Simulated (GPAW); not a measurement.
Write an ASE script for GPAW 26.7.0 that does the following.

| Item | Value |
| --- | --- |
| Task | relaxation of cell and atoms |
| Functional | PBEsol |
| Potentials or basis | PAW data sets generated in the run's folder for this functional |
| Cutoff | 600 eV |
| Basis | pw |
| k mesh | 8 × 8 × 8 |
| Occupations | fermi-dirac, width 0.05 eV |
| Spin | no spin polarisation |
| Maxiter | 150 |
| Optimizer | BFGS |
| Fmax | 0.02 eV/Å |
| Max steps | 60 |
| Convergence | density=1e-05 forces=0.0001 |

Crystal: GaGe.

```xyz
2
Lattice="0.0000 2.8978 2.8978 2.8978 0.0000 2.8978 2.8978 2.8978 0.0000" Properties=species:S:1:pos:R:3 pbc="T T T"
Ge    0.0000    0.0000    0.0000
Ga    1.4489    1.4489    1.4489
```

The cell comes from a database or a generator and needn't be the stable form of this composition.

One way to write it, as run:

run.py

```python
from ase import Atoms
from ase.filters import FrechetCellFilter
from ase.io import write
from ase.optimize import BFGS
from gpaw import GPAW, PW, setup_paths

setup_paths.insert(0, '.')

atoms = Atoms(['Ge', 'Ga'],
              cell=[[0.0, 2.897844, 2.897844],
                    [2.897844, 0.0, 2.897844],
                    [2.897844, 2.897844, 0.0]],
              scaled_positions=[[0.0, 0.0, 0.0],
                                [0.25, 0.25, 0.25]],
              pbc=True)

calc = GPAW(mode=PW(600),
            xc='PBEsol',
            kpts={'size': (8, 8, 8), 'gamma': True},
            occupations={'name': 'fermi-dirac', 'width': 0.05},
            nbands=11,
            convergence={'density': 1e-05, 'forces': 0.0001},
            maxiter=150,
            txt='gpaw.txt')
atoms.calc = calc
opt = BFGS(FrechetCellFilter(atoms), trajectory='relax.traj', logfile='-')
done = opt.run(fmax=0.02, steps=60)
calc.write('gs.gpw')
write('result.traj', atoms)
print('Converged:', done)
print('Cell:', atoms.cell.cellpar().round(4))
print('Volume:', round(atoms.get_volume(), 4))
print(atoms.get_scaled_positions().round(5))
```

Potentials or basis: PAW data sets generated in the run's folder for this functional, pw.

Run with:

```console
$ gpaw-setup -f PBEsol Ga Ge
$ OMP_NUM_THREADS=1 python run.py
```

It gave:

The relaxed volume is 23.49 Å³/atom, the relaxed cell is a = 4.050 Å, b = 4.050 Å, c = 4.050 Å, α = 60.00°, β = 60.00°, γ = 60.00° and the space group after relaxing (to 0.05 Å) is F-43m (No. 216). The energy gained by relaxing is 4.6 meV/atom and the ionic steps are 3. The pressure after relaxing is 0.1 GPa and the band gap on the k mesh is none (metal or under the smearing width).

Caveat: later steps reuse the first step's grids.

Run time: 24 s on 1 thread of Arm Neoverse V2 (shared host), peak memory 0.17 GiB.
